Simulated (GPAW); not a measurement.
# BHBr (SMILES [BH]Br): U-vdW-DF/plane waves (scalar-relativistic datasets, plane-wave cutoff 600 eV)

Wanted: a structure relaxation of BHBr. Input form: an ASE script.

The results are computed with GPAW 26.7.0.

1 further run of the same task is left out (set aside as unsound or not needed).

### 1 The structure to begin with

BHBr has 3 atoms, charge 0, and is taken as a doublet. SMILES: `[BH]Br`. All atoms were displaced at random from a relaxed shape. The run starts from this shape.

Bond lengths: B1–Br2 1.848 Å. A long bond or contact: B1–H3 1.417 Å.

### 2 A geometry optimisation at U-vdW-DF/plane waves (scalar-relativistic datasets, plane-wave cutoff 600 eV)

Input file relax.py:

```python
from ase.io import write
from ase.io.zmatrix import parse_zmatrix
from ase.optimize import BFGSLineSearch
from gpaw import GPAW, PW

# Atomic positions
zmat = """
B
Br 1 r2
H 1 r3 2 a3
"""
values = dict(r2=1.847789, r3=1.417467, a3=129.17302)
molecule = parse_zmatrix(zmat, defs=values)
molecule.center(vacuum=4.5)
molecule.set_initial_magnetic_moments([0.5, 0.5, 0.0])

# GPAW settings
calc = GPAW(mode={"name": "pw", "ecut": 600},
            xc={"name": "vdW-DF", "backend": "libvdwxc"},
            occupations={"name": "fermi-dirac", "width": 0.0, "fixmagmom": True},
            maxiter=100,
            symmetry="off",
            txt="-")
molecule.calc = calc

opt = BFGSLineSearch(molecule, trajectory="run.traj")
converged = opt.run(fmax=0.02, steps=40)
print("Converged:", converged)
print(f"Final energy = {molecule.get_potential_energy():.5f} eV")
print(f"r(Br1-B0)               {molecule.get_distance(1, 0):.4f} Ang")
print(f"r(H2-B0)                {molecule.get_distance(2, 0):.4f} Ang")
write("relaxed.xyz", molecule)
```

On the command line:

```bash
OMP_NUM_THREADS=1 python relax.py
```

Log:

```text
[...]
  mode=PW(ecut=600),
[...]
Number of symmetries: 1
[...]
  Number of IBZ points: 1
[...]
Cutoff: 600.0 eV
Spin-components: 2 (collinear spins)
Bands:           9
[...]
  Valence electrons: 11.0
[...]
  Grid points: [70 60 54]
  Charge: 0.0  # |e|
[...]
    cutoffs:
[...]
occupation numbers:
  Fixed magnetic moment: 1.000
[...]
xc functional:
  name: vdW-DF with libvdwxc
[...]
|iter     |     time |      energy | eigst |  dens |  magmom |
[...]
|iter:   1| 00:00:04 |  -51.244049 | +0.13 |       |  +0.9916|
[...]
Converged in 11 steps
[...]
dipole moment: (0.126598, 0.060009, -0.000007)  # |e|*Ang
Total magnetic moment: (0.000000, 0.000000, 1.000000)
[...]
Converged in 11 steps
[...]
Converged in 10 steps
[...]
Converged in 9 steps
[...]
Converged in 8 steps
[...]
|iter:   5| 00:04:54 |  -51.651269c| -7.60c| -4.03c|  +1.0000|
Converged in 5 steps
[...]
Energy contributions relative to reference atoms: (reference = -71590.239896)
Energy contributions:
  Kinetic:          14.881146
  Coulomb:         -14.743324
  Zero:             -0.089007
  External:          0.000000
  Xc:              -51.700084
  Entropy:           0.000000
  Spinorbit:         0.000000
  ----------------------------
  Free energy:     -51.651269
  Extrapolated:    -51.651269
[...]
Total magnetic moment: (0.000000, 0.000000, 0.999983)
Local magnetic moments
|        x |        y |        z |
|----------|----------|----------|
| 0.000000 | 0.000000 | 0.171838 |  # B    0
| 0.000000 | 0.000000 | 0.060380 |  # Br   1
| 0.000000 | 0.000000 | 0.021348 |  # H    2
Fermi levels: -3.932, -2.880
Eigenvalues  # (at kpt = [0.000, 0.000, 0.000])
| band index |      eig [eV] | occ [0-1] |      eig [eV] | occ [0-1] |
|------------|---------------|-----------|---------------|-----------|
|          0 |       -20.555 |     1.000 |       -20.462 |     1.000 |
|          1 |       -12.289 |     1.000 |       -11.868 |     1.000 |
|          2 |        -9.609 |     1.000 |        -9.382 |     1.000 |
|          3 |        -8.051 |     1.000 |        -8.002 |     1.000 |
|          4 |        -7.895 |     1.000 |        -7.580 |     1.000 |
|          5 |        -4.875 |     1.000 |        -2.772 |     0.000 |
|          6 |        -2.989 |     0.000 |        -2.425 |     0.000 |
|          7 |        -0.772 |     0.000 |        -0.692 |     0.000 |
|          8 |        -0.203 |     0.000 |        -0.091 |     0.000 |
Gap: 1.887 eV
Transition (v -> c):
[...]
Forces  # eV/Ang
|        x |        y |        z |
|----------|----------|----------|
|  0.00094 | -0.00381 | -0.00000 |  # B    0
|  0.00185 | -0.00026 | -0.00000 |  # Br   1
| -0.00218 |  0.00383 |  0.00000 |  # H    2
Force computation time: 0.252  # s
BFGSLineSearch:    5[  7] hh:mm:ss      -51.651269       0.0044
Converged: True
Final energy = -51.65127 eV
r(Br1-B0)               1.8988 Ang
r(H2-B0)                1.1921 Ang
```

It took 4.9 min on 1 thread of Arm Neoverse V1, shared host; peak memory 1.3 GiB.

The path in brief:

| step | energy from the first frame kept (eV) | largest force (eV/Å) |
| --- | --- | --- |
| 0 | 0.0000 | 3.4861 |
| 1 | -0.3694 | 1.0435 |
| 2 | -0.4182 | 0.6010 |
| 3 | -0.4378 | 0.2934 |
| 4 | -0.4405 | 0.0373 |
| 5 | -0.4406 | 0.0044 |

After the run. Bond lengths: B1–Br2 1.899 Å, B1–H3 1.192 Å. Angles: Br2–B1–H3 122.9°.

### 3 Outcome

Level: U-vdW-DF/plane waves (scalar-relativistic datasets, plane-wave cutoff 600 eV).

```
                                              quantity        value
energy as printed (from the program's reference atoms)  -51.6513 eV
                                         dipole moment       0.47 D
                   HOMO energy (from the vacuum level)     -5.22 eV
                   LUMO energy (from the vacuum level)     -3.33 eV
```

**Reading.** At the final geometry: Bond lengths: B1–Br2 1.899 Å, B1–H3 1.192 Å. Angles: Br2–B1–H3 122.9°. The optimisation took 5 steps and changed the energy by -0.441 eV.
